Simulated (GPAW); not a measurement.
Runs of GPAW 26.7.0 on NbSi. It takes space group Fm-3m (No. 225, cubic). Conventional cell: a = 5.148 Å, b = 5.148 Å, c = 5.148 Å, α = 90.00°, β = 90.00°, γ = 90.00°. Nb (site symmetry m-3m) is surrounded by 6 Si at 2.57 Å. Si (site symmetry m-3m) is surrounded by 6 Nb at 2.57 Å. The cell was built by a generator and needn't be a form met in nature.

| task | level | potentials or basis | U | cell | k mesh | cutoff (eV) | optimizer | fmax | max steps | kernel | response ecut | gap on the mesh (eV) | pressure (GPa) | relaxed volume (Å³/atom) |
| --- | --- | --- | --- | --- | --- | --- | --- | --- | --- | --- | --- | --- | --- | --- |
| relaxation of cell and atoms | revPBE | the program's PAW data sets (release 1.2.1) made for this functional, pw | - | relaxed | 8 × 8 × 8 | 600 | BFGS | 0.02 eV/Å | 60 | - | - | none | 0.0 | 17.25 |
| eps q | LDA+U | the program's PAW data sets (release 1.2.1) made for this functional, pw | Nb d U = 4 eV | as given | 7 × 7 × 7 | 450 | - | - | - | RPA | 80 eV | none | - | - |
| relaxation of cell and atoms | PBE | GPAW PAW data sets (gpaw-data 1.2.1), pw | - | relaxed | 8 × 8 × 8 | 600 | BFGS | 0.02 eV/Å | 60 | - | - | none | -0.1 | 17.05 |
| relaxation of cell and atoms | SCAN | GPAW PAW data sets (gpaw-data 1.2.1), pw | - | relaxed | 8 × 8 × 8 | 600 | BFGS | 0.02 eV/Å | 60 | - | - | none | 0.0 | (a) |
| relaxation of cell and atoms | AM05 | PAW data sets generated in the run's folder for this functional, pw | - | relaxed | 8 × 8 × 8 | 600 | BFGS | 0.02 eV/Å | 60 | - | - | none | 0.1 | 16.45 |

Alike in all rows: no spin polarisation; smearing fermi-dirac 0.05 eV.

**Question.** Estimate the missing entries.

**Answer.** (a) 16.77.

Caveats: later steps reuse the first step's grids (some runs); response on these states lacks terms of the Hamiltonian (some runs); U without spin polarisation on a metal has little footing (some runs); the U is typed as a test and isn't derived for this compound (some runs); the PAW data sets were made with another functional, which shifts forces and pressure a little (some runs).

A k mesh can miss the band edges, and the runs leave out spin-orbit coupling on Nb.

A gap of «none» marks a metal or a gap under the smearing width.

Not every run made on this cell is shown here.
